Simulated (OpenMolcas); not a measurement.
# Nd²⁺ among point charges: CASSCF levels and susceptibility

How does a field of 8 point charges split the states of Nd²⁺, and what χT follows?

Program: OpenMolcas 26.06. Level of theory: state-averaged CASSCF, spin-orbit coupling by RASSI with atomic mean-field integrals. These are calculated values, not measurements, unless marked.

### 1 The system

* Species: Nd²⁺ (neodymium, Z = 60, 58 electrons)
* Basis: ANO-RCC-VDZP [7s6p4d2f1g], 68 functions
* Scalar Hamiltonian: DKH2, point nucleus
* Inactive shells: 1s 2s 2p 3s 3p 3d 4s 4p 4d 5s 5p
* Active space: 4 electrons in 7 orbitals (4f)
* Some configurations of this space: 4f4
* Orbitals: optimised for the highest spin of each parity, averaged over all roots

Outer shells as boxes (Hund's rule):

4f4
```
4f [↑ ][↑ ][↑ ][↑ ][  ][  ][  ]
```

The ion sits among 8 point charges of -1 e arranged as a cube (Oh), 2.83 Å from the ion.

Each step is its own input file, run in one work folder so that later steps find the files of earlier ones. Labels, J, g values, rates, χT and fits are worked out afterwards by a script from the matrices that RASSI stores. The input lists half of the charges; inversion (Group=XYZ) makes the rest.

### 2 GATEWAY and SEWARD: basis and integrals

a.inp

```
&GATEWAY
Coord
1

Nd 0.0 0.0 0.0
Basis=ANO-RCC-VDZP
Group=XYZ
NoMove
AngMom=0.0 0.0 0.0
AMFI
XField
4 Angstrom 0
1.633901 1.633901 1.633901 -1.000000
1.633901 1.633901 -1.633901 -1.000000
1.633901 -1.633901 1.633901 -1.000000
1.633901 -1.633901 -1.633901 -1.000000
&SEWARD
```

### 3 Reference wave functions, quintets of even parity, 35 roots

a.inp

```
&RASSCF
FileOrb=start.orb
Symmetry=1
Spin=5
nActEl=4 0 0
Inactive=15 12
Ras2=0 7
CIRoot=35 35 1
SDav=35
CIMx=300
Iter=120 100
PrWF=0.3
OrbListing=Nothing
MaxOrb=0
>>> COPY $Project.JobIph JOB001
```

start.orb holds the contracted functions of the basis, ordered by shell, or the orbitals of the step before.

### 4 Reference wave functions, triplets of even parity, 162 roots

a.inp

```
&RASSCF
FileOrb=start.orb
Symmetry=1
Spin=3
nActEl=4 0 0
Inactive=15 12
Ras2=0 7
CIRoot=162 162 1
SDav=210
CIMx=300
Iter=120 100
PrWF=0.3
OrbListing=Nothing
MaxOrb=0
CIOnly
>>> COPY $Project.JobIph JOB002
```

### 5 CASSCF: singlets of even parity, 162 roots

a.inp

```
&RASSCF
FileOrb=start.orb
Symmetry=1
Spin=1
nActEl=4 0 0
Inactive=15 12
Ras2=0 7
CIRoot=162 162 1
SDav=196
CIMx=300
Iter=120 100
PrWF=0.3
OrbListing=Nothing
MaxOrb=0
CIOnly
>>> COPY $Project.JobIph JOB003
```

### 6 RASSI: spin-orbit coupling between the states

a.inp

```
&RASSI
NrOfJobIphs=3 33 106 31
1 2 3 4 5 6 7 8 9 10 11 12 13 14 15 16 17 18 19 20 21 22 23 24 25 26 27
28 29 30 31 32 33
1 2 3 4 5 6 7 8 9 10 11 12 13 14 15 16 17 18 19 20 21 22 23 24 25 26 27
28 29 30 31 32 33 34 35 36 37 38 39 40 41 42 43 44 45 46 47 48 49 50 51
52 53 54 55 56 57 58 59 60 61 62 63 64 65 66 67 68 69 70 71 72 73 74 75
76 77 78 79 80 81 82 83 84 85 86 87 88 89 90 91 92 93 94 95 96 97 98 99
100 101 102 103 104 105 106
1 2 3 4 5 6 7 8 9 10 11 12 13 14 15 16 17 18 19 20 21 22 23 24 25 26 27
28 29 30 31
IphNames
JOB001
JOB002
JOB003
EJob
SpinOrbit
DIPRint=1.0
SOCoupling=1000.0
Subsets=2
Property=9
'ANGMOM' 1 'ANGMOM' 2 'ANGMOM' 3 'MLTPL  1' 1 'MLTPL  1' 2 'MLTPL  1' 3
'AMFI' 1 'AMFI' 2 'AMFI' 3
SOProperty=3
'ANGMOM' 1 'ANGMOM' 2 'ANGMOM' 3
```

Before running it: what results should come out? Wanted: spin-free ground state; first state of the same spin within the active space; lowest level; next level.

The runs gave:

| quantity | value |
| --- | --- |
| method | CASSCF |
| spin-free ground state | 5E, 2-fold in its orbital part |
| first state of the same spin within the active space | 5T2 at 6.27 cm⁻¹ |
| lowest level | 1-fold A1 |
| next level | 60.6 cm⁻¹ |
| χT at 300 K | 1.03 cm³ K/mol |
| effective moment at 300 K | 2.87 μB |

What this shows: The spin-free ground state (5E) comes to 100 % from free-ion I terms and keeps the highest spin of the shell. The triplets, singlets rest on orbitals optimised for another spin in at least one step, which raises them against the optimised states. Not all states of the active space went into the spin-orbit step. High states of lower spin are left out of the spin-orbit mixing, and CASSCF puts spin-flip levels too high. Point charges carry no covalency, so the field is a model and not that of real ligands.
